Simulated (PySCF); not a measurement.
# CH6GaNO (SMILES [CH3][Ga]([NH2])[OH]): BLYP/ma-def2-SVP

What is the vertical ionisation energy of CH6GaNO at BLYP/ma-def2-SVP? The job is set up through a Python script.

The calculation is run with PySCF 2.14.0.

### 1 The molecule

CH6GaNO: 10 atoms, total charge 0, spin state singlet. SMILES: `[CH3][Ga]([NH2])[OH]`. The shape is that of a PBE0-D4/def2-TZVP optimisation. This is one conformer, not always the lowest.

Bond lengths: C1–Ga2 1.955 Å, Ga2–N3 1.809 Å, Ga2–O4 1.796 Å, C1–H5 1.092 Å, C1–H6 1.091 Å, C1–H7 1.092 Å, N3–H8 1.005 Å, N3–H9 1.004 Å, O4–H10 0.958 Å. Some angles: C1–Ga2–N3 125.9°, C1–Ga2–O4 123.2°, N3–Ga2–O4 110.9°, Ga2–C1–H5 110.4°, Ga2–C1–H6 111.2°, Ga2–C1–H7 110.4°, Ga2–N3–H8 122.7°, Ga2–N3–H9 124.8°, Ga2–O4–H10 114.0°, H5–C1–H6 108.5°.

### 2 The energy at BLYP/ma-def2-SVP

job.py

```python
# [CH3][Ga]([NH2])[OH]
from pyscf import gto, dft

mol = gto.M(
    atom='''
C       -1.438400       0.605300      -0.277700
Ga       0.382200      -0.085400      -0.099200
N        1.049200      -0.960100       1.336800
O        1.627100       0.080200      -1.383200
H       -1.933200       0.156400      -1.141400
H       -2.031200       0.388200       0.611800
H       -1.422200       1.686900      -0.427000
H        1.996300      -1.294800       1.377000
H        0.532600      -1.165900       2.172900
H        1.320800       0.538200      -2.167100
''',
    max_memory=1860,
    basis='ma-def2-svp',
    verbose=3,
    charge=0,
)

calc0 = dft.RKS(mol)
calc0.xc = 'blyp'
calc0.conv_tol = 1e-10
calc0.grids.level = 4
calc0.kernel()
if not calc0.converged:
    calc0 = calc0.newton().run(calc0.mo_coeff, calc0.mo_occ)

energy = calc0.e_tot
print(f'total energy: {energy:.8f} hartree')
```

The run is started by

```
$ OMP_NUM_THREADS=1 python job.py
```

Log:

```text
converged SCF energy = -2096.21835166339
total energy: -2096.21835166 hartree
```

It took 20 s on 1 thread of Arm Neoverse V2, shared host; peak memory 0.53 GiB.

### 3 The doublet cation

run.py

```python
from pyscf import gto, dft

molecule = gto.M(
    atom='''
C     -2.718182     1.143851    -0.524777
Ga     0.722253    -0.161383    -0.187461
N      1.982701    -1.814326     2.526186
O      3.074773     0.151556    -2.613869
H     -3.653219     0.295553    -2.156933
H     -3.838412     0.733592     1.156134
H     -2.687568     3.187779    -0.806913
H      3.772460    -2.446817     2.602153
H      1.006468    -2.203232     4.106186
H      2.495950     1.017051    -4.095225
''',
    basis='ma-def2-svp',
    charge=1,
    spin=1,
    max_memory=1860,
    unit='bohr',
    verbose=4,
)

ks = dft.UKS(molecule, xc='blyp')
ks.conv_tol = 1e-10
ks.grids.level = 4
ks.kernel()
if not ks.converged:
    ks = ks.newton().run(ks.mo_coeff, ks.mo_occ)

e_final = ks.e_tot
print('E(%s) = %.9f' % ('BLYP', e_final))
```

The run is started by

```
$ OMP_NUM_THREADS=1 python run.py
```

Log:

```text
PySCF version 2.14.0

[... 104 lines left out ...]
WARN: beta  nocc = 28  HOMO -0.456006529818379 >= LUMO -0.455441971989543
[... 20 lines left out ...]
WARN: HOMO -0.456580826794303 >= LUMO -0.455834619384429
[... 11 lines left out ...]
WARN: beta  nocc = 28  HOMO -0.456547964094138 >= LUMO -0.455648125078301
[... 12 lines left out ...]
WARN: HOMO -0.456185462248711 >= LUMO -0.45592540915103
[... 11 lines left out ...]
WARN: beta  nocc = 28  HOMO -0.456073233223393 >= LUMO -0.45585683423071
[... 12 lines left out ...]
WARN: HOMO -0.456475003991491 >= LUMO -0.455530083979916
[... 50 lines left out ...]
SCF not converged.
[... 59 lines left out ...]
converged SCF energy = -2095.88516324854  <S^2> = 0.75634044  2S+1 = 2.0063304
E(BLYP) = -2095.885163249
```

Run time: 1.8 min. Hardware: 1 thread of Arm Neoverse V2, shared host; peak memory 0.72 GiB.

### 4 Summary of results

At BLYP/ma-def2-SVP:

```
                                          quantity           value
                     singlet CH6GaNO: total energy  -2096.21835 Eh
                    singlet CH6GaNO: dipole moment          2.05 D
                      singlet CH6GaNO: HOMO energy        -5.65 eV
                      singlet CH6GaNO: LUMO energy        -1.16 eV
                    singlet CH6GaNO: HOMO–LUMO gap         4.49 eV
                      doublet cation: total energy  -2095.88516 Eh
doublet cation: HOMO energy (highest over α and β)       -12.44 eV
 doublet cation: LUMO energy (lowest over α and β)       -12.38 eV
                              doublet cation: ⟨S²⟩           0.756
vertical ionisation energy (to the doublet cation)        9.067 eV
```

In words: The vertical ionisation energy comes to 9.07 eV (875 kJ/mol). −ε(HOMO) before ionisation, 5.65 eV, is 3.42 eV below this ionisation energy.
